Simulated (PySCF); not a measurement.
# C4H7FO2: NMR shifts, electronic excitations and K edges in gas and solvents, part 2 of 2

PySCF 2.14.0. Atoms count from 0. The steps go on from the part before.

**6. Ultraviolet spectrum: wB97X-D/def2-SVPD in acetonitrile**

What the job is given:

```
{"job": {"kind": "uv", "xc": "wB97X-D", "basis": "def2-SVPD", "solvent": "acetonitrile", "nstates": 6, "ntriplets": 0}, "charge": 0, "multiplicity": 1}
F      1.449837    -1.469490     0.747869
C      1.264079    -0.122443     0.535255
C      0.999412     0.108425    -0.943695
O     -0.263332    -0.351275    -1.331714
C     -1.276512     0.207221    -0.533632
C     -1.037493    -0.131301     0.920451
O      0.238695     0.338520     1.326916
H      2.178557     0.400285     0.861736
H      1.749528    -0.429907    -1.539884
H      1.105995     1.195480    -1.141424
H     -2.235393    -0.205086    -0.880862
H     -1.304635     1.309586    -0.659412
H     -1.097308    -1.223455     1.067292
H     -1.774522     0.355285     1.574564
```

With the program's defaults for keys left out, this is: TDDFT wB97X-D/def2-SVPD, vertical, IEF-PCM acetonitrile (non-equilibrium linear response), core orbitals frozen in the response.

Output:

```text
coarse grid: 11944 points
cycle   1  E = -406.3047978487  dE =  1.256e+00  |g| = 8.663e-01  |ddm| = 4.997e+00
cycle   2  E = -406.2818167491  dE =  2.298e-02  |g| = 9.861e-01  |ddm| = 1.732e+00
cycle   3  E = -406.4448091410  dE = -1.630e-01  |g| = 5.085e-02  |ddm| = 9.154e-01
cycle   4  E = -406.4453116960  dE = -5.026e-04  |g| = 2.329e-02  |ddm| = 1.003e-01
cycle   5  E = -406.4454181856  dE = -1.065e-04  |g| = 8.390e-03  |ddm| = 4.209e-02
cycle   6  E = -406.4454316470  dE = -1.346e-05  |g| = 2.208e-03  |ddm| = 1.250e-02
cycle   7  E = -406.4454327578  dE = -1.111e-06  |g| = 4.525e-04  |ddm| = 4.133e-03
final grid: 116456 points
cycle   8  E = -406.5160260471  dE = -1.100e-04  |g| = 7.164e-03  |ddm| = 1.345e-01
cycle   9  E = -406.5160270150  dE = -9.679e-07  |g| = 7.895e-03  |ddm| = 2.080e-02
cycle  10  E = -406.5160363710  dE = -9.356e-06  |g| = 5.376e-04  |ddm| = 5.676e-03
cycle  11  E = -406.5160364760  dE = -1.050e-07  |g| = 3.668e-04  |ddm| = 2.567e-03
cycle  12  E = -406.5160365084  dE = -3.241e-08  |g| = 6.937e-05  |ddm| = 6.211e-04
cycle  13  E = -406.5160365100  dE = -1.588e-09  |g| = 3.914e-05  |ddm| = 1.823e-04
cycle  14  E = -406.5160365104  dE = -4.095e-10  |g| = 5.123e-06  |ddm| = 8.168e-05
converged SCF energy = -406.5160365104

Static polarisability (au): isotropic 71.097, principal 66.856 68.886 77.548

Singlet excitations
state   eV       nm        f      main configurations
  1   7.5301    164.7   0.00614   H->L 0.81
  2   8.3984    147.6   0.00281   H->L+2 0.43, H-1->L 0.29
  3   8.4626    146.5   0.10795   H->L+3 0.35, H->L+1 0.32, H->L+2 0.20
  4   8.5336    145.3   0.01746   H->L+4 0.52, H->L+1 0.29
  5   8.7307    142.0   0.03428   H->L+3 0.35, H->L+1 0.26, H->L+4 0.21
  6   8.9453    138.6   0.00231   H-1->L 0.36, H-2->L 0.17, H->L+2 0.15
```

It took 32 s on 1 thread of Arm Neoverse V1, shared host; peak memory 0.97 GiB.

In short: HOMO -9.38 eV, LUMO 2.40 eV; lowest singlet 7.53 eV.

**7. Ultraviolet spectrum: wB97X-D/def2-SVPD in benzene**

The job, as its differences from that of step 6:

```diff
@@ -1,2 +1,2 @@
-{"job": {"kind": "uv", "xc": "wB97X-D", "basis": "def2-SVPD", "solvent": "acetonitrile", "nstates": 6, "ntriplets": 0}, "charge": 0, "multiplicity": 1}
+{"job": {"kind": "uv", "xc": "wB97X-D", "basis": "def2-SVPD", "solvent": "benzene", "nstates": 6, "ntriplets": 0}, "charge": 0, "multiplicity": 1}
 F      1.449837    -1.469490     0.747869
```

With the program's defaults for keys left out, this is: TDDFT wB97X-D/def2-SVPD, vertical, IEF-PCM benzene (non-equilibrium linear response), core orbitals frozen in the response.

Output:

```text
coarse grid: 11944 points
cycle   1  E = -406.2959447967  dE =  1.265e+00  |g| = 8.751e-01  |ddm| = 4.995e+00
cycle   2  E = -406.2679521098  dE =  2.799e-02  |g| = 1.010e+00  |ddm| = 1.767e+00
cycle   3  E = -406.4393511126  dE = -1.714e-01  |g| = 5.133e-02  |ddm| = 9.391e-01
cycle   4  E = -406.4398406190  dE = -4.895e-04  |g| = 2.379e-02  |ddm| = 9.654e-02
cycle   5  E = -406.4399469537  dE = -1.063e-04  |g| = 8.717e-03  |ddm| = 4.146e-02
cycle   6  E = -406.4399611219  dE = -1.417e-05  |g| = 2.061e-03  |ddm| = 1.224e-02
cycle   7  E = -406.4399620457  dE = -9.238e-07  |g| = 4.061e-04  |ddm| = 3.569e-03
final grid: 116456 points
cycle   8  E = -406.5105754347  dE = -1.103e-04  |g| = 7.095e-03  |ddm| = 1.343e-01
cycle   9  E = -406.5105761902  dE = -7.555e-07  |g| = 7.881e-03  |ddm| = 2.064e-02
cycle  10  E = -406.5105855399  dE = -9.350e-06  |g| = 5.351e-04  |ddm| = 5.678e-03
cycle  11  E = -406.5105856306  dE = -9.075e-08  |g| = 3.796e-04  |ddm| = 2.387e-03
cycle  12  E = -406.5105856639  dE = -3.329e-08  |g| = 6.870e-05  |ddm| = 6.039e-04
cycle  13  E = -406.5105856653  dE = -1.359e-09  |g| = 3.483e-05  |ddm| = 1.600e-04
cycle  14  E = -406.5105856656  dE = -3.419e-10  |g| = 5.618e-06  |ddm| = 7.798e-05
converged SCF energy = -406.5105856656

Static polarisability (au): isotropic 61.463, principal 56.867 58.916 68.606

Singlet excitations
state   eV       nm        f      main configurations
  1   7.5206    164.9   0.01406   H->L 0.81
  2   8.3527    148.4   0.01887   H->L+4 0.44, H->L+3 0.30, H->L 0.12
  3   8.3685    148.2   0.10526   H->L+1 0.59, H->L+2 0.20, H->L+3 0.09
  4   8.4373    146.9   0.01521   H->L+2 0.33, H-1->L 0.26, H->L+1 0.23
  5   8.6586    143.2   0.04013   H->L+3 0.37, H->L+4 0.28, H->L+1 0.09
  6   8.9536    138.5   0.00826   H-1->L 0.31, H-2->L 0.21, H->L+2 0.17
```

Wall time 33 s (1 thread of Arm Neoverse V1, shared host); peak memory 0.98 GiB.

In short: HOMO -9.38 eV, LUMO 2.35 eV; lowest singlet 7.52 eV.

**8. K-edge absorption: BHandHLYP/aug-pcX-1+pcseg-1**

The job, as its differences from that of step 7:

```diff
@@ -1,2 +1,2 @@
-{"job": {"kind": "uv", "xc": "wB97X-D", "basis": "def2-SVPD", "solvent": "benzene", "nstates": 6, "ntriplets": 0}, "charge": 0, "multiplicity": 1}
+{"job": {"kind": "xas", "xc": "BHandHLYP", "basis": {"default": "aug-pcX-1", "H": "pcseg-1"}}, "charge": 0, "multiplicity": 1}
 F      1.449837    -1.469490     0.747869
```

With the program's defaults for keys left out, this is: core-valence-separated TDA BHandHLYP/aug-pcX-1 H:pcseg-1, K edges, non-relativistic, gas phase.

Output:

```text
coarse grid: 11944 points
cycle   1  E = -406.4790328065  dE =  1.238e+00  |g| = 8.452e-01  |ddm| = 4.154e+00
cycle   2  E = -406.4548792263  dE =  2.415e-02  |g| = 9.739e-01  |ddm| = 1.260e+00
cycle   3  E = -406.6044255764  dE = -1.495e-01  |g| = 5.721e-02  |ddm| = 7.084e-01
cycle   4  E = -406.6049277858  dE = -5.022e-04  |g| = 2.698e-02  |ddm| = 6.795e-02
cycle   5  E = -406.6050424314  dE = -1.146e-04  |g| = 9.378e-03  |ddm| = 2.812e-02
cycle   6  E = -406.6050567855  dE = -1.435e-05  |g| = 1.644e-03  |ddm| = 8.679e-03
cycle   7  E = -406.6050573157  dE = -5.302e-07  |g| = 4.449e-04  |ddm| = 2.177e-03
final grid: 116456 points
cycle   8  E = -406.6519734709  dE = -1.030e-04  |g| = 4.011e-03  |ddm| = 5.789e-02
cycle   9  E = -406.6519735032  dE = -3.235e-08  |g| = 3.631e-03  |ddm| = 6.437e-03
cycle  10  E = -406.6519755973  dE = -2.094e-06  |g| = 5.088e-04  |ddm| = 2.967e-03
cycle  11  E = -406.6519756293  dE = -3.199e-08  |g| = 1.819e-04  |ddm| = 4.976e-04
cycle  12  E = -406.6519756360  dE = -6.757e-09  |g| = 2.121e-05  |ddm| = 1.895e-04
cycle  13  E = -406.6519756361  dE = -7.662e-11  |g| = 1.268e-05  |ddm| = 3.118e-05
converged SCF energy = -406.6519756361

C K edge
   eV          f      from atoms
  286.899   0.02798   C4
  286.918   0.03254   C2
  286.964   0.03784   C5
  287.389   0.02637   C5
  287.454   0.03090   C4
  287.562   0.02394   C4
  287.586   0.02544   C2
  287.692   0.02684   C2
  287.723   0.03252   C5
  288.469   0.00445   C5
  288.591   0.00244   C4
  288.661   0.05716   C1
  288.683   0.00195   C5
  288.710   0.00203   C2
  288.741   0.00236   C4
  288.794   0.00079   C2
  289.135   0.00317   C4
  289.198   0.00455   C5
  289.233   0.00137   C2
  289.282   0.05274   C1

O K edge
   eV          f      from atoms
  533.734   0.01267   O3
  534.163   0.01409   O6
  534.255   0.00764   O3
  534.506   0.00852   O6
  534.648   0.01715   O3
  534.963   0.00546   O3
  535.018   0.00145   O6
  535.079   0.00499   O3
  535.152   0.00555   O6
  535.309   0.02715   O3
  535.420   0.00681   O6
  535.682   0.02980   O6

F K edge
   eV          f      from atoms
  685.988   0.02309   F0
  686.712   0.01198   F0
  687.219   0.00549   F0
  687.451   0.00328   F0
  687.605   0.00167   F0
  687.829   0.00158   F0
  688.150   0.00159   F0
  688.423   0.00093   F0
```

It took 29 s on 1 thread of Arm Neoverse V1, shared host; peak memory 1.1 GiB.

**9. Run by run: NMR shifts**

Shifts (ppm) of some atoms, chosen among heavy atoms and hydrogens apart, with basis size and wall time:

```tsv
run	C1	C4	C5	H9	H13	F0	O6	functions	time
PBE0/pcSseg-1 in acetonitrile	106.4	67.9	62.5	3.70	3.47	-166.4	83.2	154	17 s
PBE0/pcSseg-1 in benzene	105.6	67.4	61.9	3.53	3.32	-163.4	80.9	154	15 s
```

The continuum's effect on the ground state:

```tsv
solvent	ε	polarisation energy (Eh)	μ (D)
benzene	2.27	-0.0047	2.00
acetonitrile	35.69	-0.0110	2.28
```

**10. Side by side: electronic excitations**

Excitations and ground-state properties, with basis size and wall time:

```tsv
run	lowest singlet (eV)	brightest (eV)	f	gap (eV)	α (Å³)	μ (D)	functions	time
wB97X-D/def2-SVPD	7.52	8.31	0.076	11.69	8.12	1.88	205	40 s
wB97X-D/def2-SVPD in acetonitrile	7.53	8.46	0.108	11.77	10.54	2.46	205	32 s
wB97X-D/def2-SVPD in benzene	7.52	8.37	0.105	11.74	9.11	2.12	205	33 s
```

The continuum's effect on the ground state:

```tsv
solvent	ε	polarisation energy (Eh)	μ (D)
benzene	2.27	-0.0047	2.12
acetonitrile	35.69	-0.0115	2.46
```

**11. Results**

This closing draws on all 2 parts.

| quantity | value |
| --- | --- |
| point group | C1 |
| rotational constants (main isotopes) | 4.06, 2.89, 2.15 GHz |
| ¹³C shifts against TMS (PBE0/pcSseg-1, acetonitrile) | 106.4, 70.3, 67.9, 62.5 ppm |
| ¹H shifts against TMS (PBE0/pcSseg-1, acetonitrile) | 5.22, 4.28, 3.85, 3.83, 3.70, 3.67, 3.47 ppm |
| ¹⁹F shifts against CFCl3 (PBE0/pcSseg-1, acetonitrile) | -166.4 ppm |
| ¹⁷O shifts against H2O (PBE0/pcSseg-1, acetonitrile) | 83.2, 21.8 ppm |
| lowest singlet (wB97X-D/def2-SVPD) | 7.52 eV (165 nm), f = 0.015 |
| brightest single state of those computed | state 3, 8.31 eV, f = 0.076 |
| C K edge | first line 286.90 eV, strongest 288.66 eV (f = 0.057) |
| O K edge | first line 533.73 eV, strongest 535.68 eV (f = 0.030) |
| F K edge | first line 685.99 eV, strongest 685.99 eV (f = 0.023) |
| range of the shift of F0 | -166.4 to -163.4 ppm |
| range of the lowest singlet | 7.52 to 7.53 eV |

The optimisation took 7 steps and gained 0.111 eV; among the close pairs (by a distance rule), C2–O3 changed most, from 1.352 to 1.399 Å. H7 (hydrogen on an sp3 CH bonded to F and O) lies farthest downfield among hydrogen, at 5.22 ppm; its carbon carries F and O, hence the downfield position. At PBE0/pcSseg-1: Shielding is most anisotropic at F0 (span 179 ppm, paramagnetic term -129 ppm). At the C edge the strongest single line lifts a 1s electron of C1 into several orbitals, led by LUMO (weight 0.23), 1.8 eV above the first line. At the F edge the strongest single line lifts a 1s electron of F0 into several orbitals, led by LUMO+7 (weight 0.16), and it is the first line. Absolute edge energies from this method are off by several eV; spacings are better. In ppm, F0 moves most: its shift spreads over 2.9 ppm, from -166.4 (PBE0/pcSseg-1 in acetonitrile) to -163.4 (PBE0/pcSseg-1 in benzene). The continuum holds electrostatics alone: no hydrogen bonds to the solvent, and the gas-phase geometry is kept. The lowest singlet runs from 7.52 eV (wB97X-D/def2-SVPD) to 7.53 eV (wB97X-D/def2-SVPD in acetonitrile), while the orbital gap spans 11.69 to 11.77 eV. The lowest state need not be the same one in every run.
